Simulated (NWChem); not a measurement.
# GeH2ClO (SMILES [O][GeH2][Cl]) at UHF/6-31G(d) (spherical functions)

We compute a structure relaxation of GeH2ClO. 

Program for the calculation: NWChem 7.3.0.

1 further run of the same task is left out (set aside as unsound or not needed).

## (1) The system as given

GeH2ClO has 5 atoms, charge 0, and is taken as a doublet. SMILES: `[O][GeH2][Cl]`. Geometry: relaxed at PBE0-D4/def2-TZVP. The run starts from this shape.

Bond lengths: O1–Ge2 1.781 Å, Ge2–Cl3 2.144 Å, Ge2–H4 1.531 Å, Ge2–H5 1.531 Å. Angles: O1–Ge2–Cl3 110.8°, O1–Ge2–H4 106.5°, O1–Ge2–H5 106.5°, Cl3–Ge2–H4 108.2°, Cl3–Ge2–H5 108.2°, H4–Ge2–H5 116.7°.

## (2) A geometry optimisation at UHF/6-31G(d) (spherical functions)

The input, run.nw:

```
start run
title "ClGeH2O hf"
memory total 2200 mb
charge 0

geometry units au
  O  -0.51476140 -1.11833992  3.07174982
  Ge  0.23375912 -0.15344576 -0.06519555
  Cl -2.54565006  2.43793567 -1.47190768
  H   0.15306782 -2.53941397 -1.69886379
  H   2.76769288  1.23399116  0.08579357
end

basis "ao basis" spherical bse
  O library 6-31G*
  Ge library 6-31G*
  Cl library 6-31G*
  H library 6-31G*
end

scf
  nopen 1
  uhf
  thresh 1e-07
  maxiter 80
  print low
end

driver
  maxiter 60
end

freq
  temp 2 298.15 573.15
end

task scf optimize
task scf frequencies
```

On the command line:

```console
nwchem run.nw > run.out
```

Log:

```text
[...]
 Group name             Cs
[...]
  functions       =    68
[...]
  wavefunction    = UHF
[...]
         Total SCF energy =  -2610.586207189924
[...]
@    0   -2610.58620719  0.0D+00  0.00520  0.00224  0.00000  0.00000    105.5
[...]
         Total SCF energy =  -2610.586322129297
[...]
@    1   -2610.58635129 -1.4D-04  0.00092  0.00042  0.01145  0.02933    206.3
[...]
         Total SCF energy =  -2610.586355598234
[...]
@    2   -2610.58635560 -4.3D-06  0.00008  0.00006  0.00205  0.00448    298.2
[...]
         Total SCF energy =  -2610.586355729999
[...]
         Total SCF energy =  -2610.586355759196
[...]
                         UHF ENERGY GRADIENTS
    atom               coordinates                        gradient
                 x          y          z           x          y          z
   1 O      -2.102984  -2.821990   0.000000    0.000030   0.000018   0.000000
   2 Ge      0.648249  -0.851275   0.000000   -0.000042   0.000019   0.000000
   3 Cl     -0.473254   3.064370   0.000000    0.000004  -0.000021   0.000000
   4 H       2.066536  -1.371871  -2.454816    0.000004  -0.000008   0.000002
   5 H       2.066536  -1.371871   2.454816    0.000004  -0.000008  -0.000002
[...]
@    3   -2610.58635576 -1.6D-07  0.00003  0.00001  0.00048  0.00097    365.4
[...]
      Optimization converged
[...]
@    3   -2610.58635576 -1.6D-07  0.00003  0.00001  0.00048  0.00097    365.4
[...]
         Total SCF energy =  -2610.586355759797
      One electron energy =  -4157.684546097516
      Two electron energy =   1284.056856981972
 Nuclear repulsion energy =    263.041333355748
                       Sz =      0.5000
                 Sz(Sz+1) =      0.7500
                      S^2 =      0.7577
[...]
 Normal Eigenvalue ||           Projected Infra Red Intensities
  Mode   [cm**-1]  || [atomic units] [(debye/angs)**2] [(KM/mol)] [arbitrary]
 ------ ---------- || -------------- ----------------- ---------- -----------
    1       -0.000 ||    0.000006           0.000         0.006       0.001
    2        0.000 ||    0.001236           0.029         1.205       0.261
    3        0.000 ||    0.000137           0.003         0.134       0.029
    4        0.000 ||    0.003552           0.082         3.463       0.750
    5        0.000 ||    0.001569           0.036         1.530       0.331
    6        0.000 ||    0.002531           0.058         2.467       0.534
    7      208.144 ||    0.013311           0.307        12.977       2.809
    8      443.798 ||    0.087484           2.018        85.284      18.459
    9      497.251 ||    0.058817           1.357        57.338      12.411
   10      638.504 ||    0.005733           0.132         5.589       1.210
   11      732.442 ||    0.069094           1.594        67.356      14.579
   12      852.761 ||    0.148532           3.427       144.796      31.340
   13      910.535 ||    0.116708           2.693       113.772      24.625
   14     2309.294 ||    0.068885           1.589        67.153      14.535
[...]
```

Wall time 9.8 min (1 thread of Intel Xeon at 2.50GHz (Skylake/Cascade Lake), shared host); peak memory 0.12 GiB.

The path in brief:

| step | energy from the first frame kept (eV) |
| --- | --- |
| 0 | 0.0000 |
| 1 | -0.0039 |
| 2 | -0.0040 |
| 3 | -0.0040 |

After the run. Bond lengths: O1–Ge2 1.791 Å, Ge2–Cl3 2.155 Å, Ge2–H4 1.525 Å, Ge2–H5 1.525 Å. Angles: O1–Ge2–Cl3 109.6°, O1–Ge2–H4 107.1°, O1–Ge2–H5 107.1°, Cl3–Ge2–H4 108.0°, Cl3–Ge2–H5 108.0°, H4–Ge2–H5 116.8°.

## (3) Results

At UHF/6-31G* (spherical functions):

```
                   quantity           value
    total energy at the end  -2610.58636 Eh
                       ⟨S²⟩           0.758
 lowest harmonic wavenumber        208 cm⁻¹
highest harmonic wavenumber       2314 cm⁻¹
          zero-point energy     53.3 kJ/mol
```

In words: At the final geometry: Bond lengths: O1–Ge2 1.791 Å, Ge2–Cl3 2.155 Å, Ge2–H4 1.525 Å, Ge2–H5 1.525 Å. Angles: O1–Ge2–Cl3 109.6°, O1–Ge2–H4 107.1°, O1–Ge2–H5 107.1°, Cl3–Ge2–H4 108.0°, Cl3–Ge2–H5 108.0°, H4–Ge2–H5 116.8°. All 9 modes are real, so the shape is a minimum at this level. The optimisation took 4 steps and changed the energy by -0.004 eV.
